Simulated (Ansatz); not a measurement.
# F2K: the cost of one run

Program: Ansatz 0.2.0, Gaussian basis. Level of theory: RKS PBE-D4/def2-SVP. These are calculated values, not measurements.

Levels: PBE-D4, revPBE-D4, BLYP-D4, r2SCAN-D4, B97M-V, PBE0-D4, B3LYP-D4, HSE06-D4, wB97X-V, wB97M-V, B2PLYP, Hartree-Fock, MP2, CCSD, CCSD(T). The reference is CCSD(T) extrapolated to the basis limit. For elements past Ar these valence bases correlate outer-core shells poorly and lack relativity, so that limit is rough.

Correlated methods freeze the cores. The outer core shell of Li, Na, Mg and K is correlated. B3LYP uses VWN-RPA correlation. B2PLYP carries no dispersion term here.

163 further runs of the same task are left out: 163 set aside as unsound or not needed.

## 1. The system as given

The pair, from a GFN2-xTB docking trial: 3 atoms, charge 1, spin multiplicity 1.

Atoms are counted from 1 here; the program's logs count them from 0.

Bond lengths: F2–F3 1.404 Å.

As a file:

```xyz
3

K     0.00000    0.00000   -2.59740
F    -0.36260    0.58990    1.41510
F     0.36260   -0.58990    1.18230
```

Atoms 1 to 1 are fragment A (K+), the rest fragment B (F₂).

## 2. A first relaxation in a small basis

The input, pre/in.yaml:

```yaml
crystal:
  periodic: [false, false, false]
  atoms:
    - {symbol: K, position_ang: [0.000000, 0.000000, -2.597400]}
    - {symbol: F, position_ang: [-0.362600, 0.589900, 1.415100]}
    - {symbol: F, position_ang: [0.362600, -0.589900, 1.182300]}
basis:
  gaussian: {orbitals: def2-SVP}
total_charge: 1
hamiltonian: {xc: pbe, dispersion: d4}
relax: {f_tol: 0.03, max_steps: 250}
```

Launch:

```sh
$ ansatz run in.yaml --threads 2 --pin off --events-out ev --progress --plain --max-ram 5222MiB
```

**Question.** How long does this run take on 2 threads of Arm Neoverse V1, shared host?

About 7.5 s.
